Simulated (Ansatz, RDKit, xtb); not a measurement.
**C3H7Br: which of the isomers drawn lies lowest?**

Which of a sample of isomers of C3H7Br is the most stable in the gas at 298.15 K, and what are its properties? The sample is small against all isomers, and the most stable one of this formula need not be in it.

The funnel: GFN2-xTB relaxations, single points with a density functional, relaxations at PBE-D3(BJ)/def2-SVP, harmonic vibrations, and a last energy at a higher level. All values are calculated.

## Step 1: Possible bonding patterns

Isomers were taken from a list of plausible structures; this is a sample, not all of them. That gives 2 candidates.

| label | SMILES | spin |
| --- | --- | --- |
| c296 | CC(C)Br | singlet |
| c764 | CCCBr | singlet |

Candidates are built by distance geometry, with a force field where one applies, in up to four conformers (letters a to d).

Q: Predict the outcome of this search (final energies at CCSD(T)/def2-SVP + MP2/def2-TZVPP - MP2/def2-SVP).

| quantity | value |
| --- | --- |
| lowest structure found | CC(C)Br, singlet, Cs |
| next finalist | CCCBr, singlet, 2.1 kcal/mol higher in G |
| share at equilibrium, among the finalists | 97.4 % |
| harmonic wavenumbers, lowest and highest (PBE-D3(BJ)/def2-SVP) | 247 and 3087 cm⁻¹ |
| rotational constants, same geometry | 0.2652, 0.09482, 0.07483 cm⁻¹ |

`CC(C)Br` comes out lowest. The margin, 2.1 kcal/mol, is modest. PBE-D3(BJ)/def2-SVP, HF/def2-SVP and MP2/def2-SVP already put its bonding pattern lowest among the structures in one piece. Measured heats of formation are -99.4 kJ/mol (298.15 K; CRC Handbook of Chemistry and Physics) for c296a and -87 kJ/mol (298.15 K; CRC Handbook of Chemistry and Physics) for c764b: a difference of +12.4 kJ/mol, against +11.3 calculated. Lowest found is not proven lowest: the search is finite, and each finalist counts with one conformer. Only 2 drawn patterns were tried, so whole families of isomers are missing, and the result ranks this sample alone. The lowest isomer need not be the one that is made and kept in a bottle, which depends on barriers.
